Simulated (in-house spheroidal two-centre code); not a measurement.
# The two-centre problem for charges 1 and 1.3

Which orbitals hold the two charges together, and at what distance?

The Schrödinger equation separates in prolate spheroidal coordinates and is solved to numerical exactness by an in-house code (fixed charges, no relativity; hartree and bohr). An orbital is fixed by its nodes in ξ and η and by m, and named after its united-atom limit. The code writes a record and no log. All values are calculated.

**1. The system**

Point charges Z1 = 1 and Z2 = 1.3 at distance R, one electron. Orbitals run (a selection, each on a grid of distances scaled to its size): 1sσ, 2sσ, 2pσ, 2pπ, 3sσ, 3pσ, 3dσ, 3pπ, 3dπ, 3dδ, 4pσ, 4dσ, 4fσ, 4pπ, 4dπ, 4fπ, 4dδ, 4fδ, 4fφ, 5gσ, 5gπ.

**2. The orbital 1sσ**

settings

```
Z1 = 1
Z2 = 1.3
xi_nodes = 0
eta_nodes = 0
m = 0
```

**3. The orbital 2sσ**

settings

```
Z1 = 1
Z2 = 1.3
xi_nodes = 1
eta_nodes = 0
m = 0
```

**4. The orbital 2pπ**

settings

```
Z1 = 1
Z2 = 1.3
xi_nodes = 0
eta_nodes = 0
m = 1
```

**5. The orbital 3pπ**

settings

```
Z1 = 1
Z2 = 1.3
xi_nodes = 1
eta_nodes = 0
m = 1
```

(Steps that only read results are left out.)

Q: Predict the outcome of this session. Wanted: orbitals with a minimum on the grid; ground orbital.

The runs gave:

```
                                         quantity                                                                                                                                         value
orbitals with a minimum on the grid (the deepest)  2pσ (5.27 bohr), 3dσ (8.45 bohr), 3dπ (13.21 bohr), 4fσ (14.53 bohr), 4fπ (19.12 bohr), 4fδ (24.12 bohr), 5gσ (22.53 bohr), 5gπ (25.74 bohr)
                                   ground orbital                                                                                                                                    no minimum
```

One electron can't hold these charges together in the ground orbital: their repulsion wins at all distances. Of the 21 orbitals, 8 have a minimum that the grid shows, 5 with a barrier on the curve; very shallow wells can escape it. With unequal charges the electron of the ground orbital ends on the larger one, and the remaining charges repel as Z1(Z2 − 1)/R with Z2 the larger.
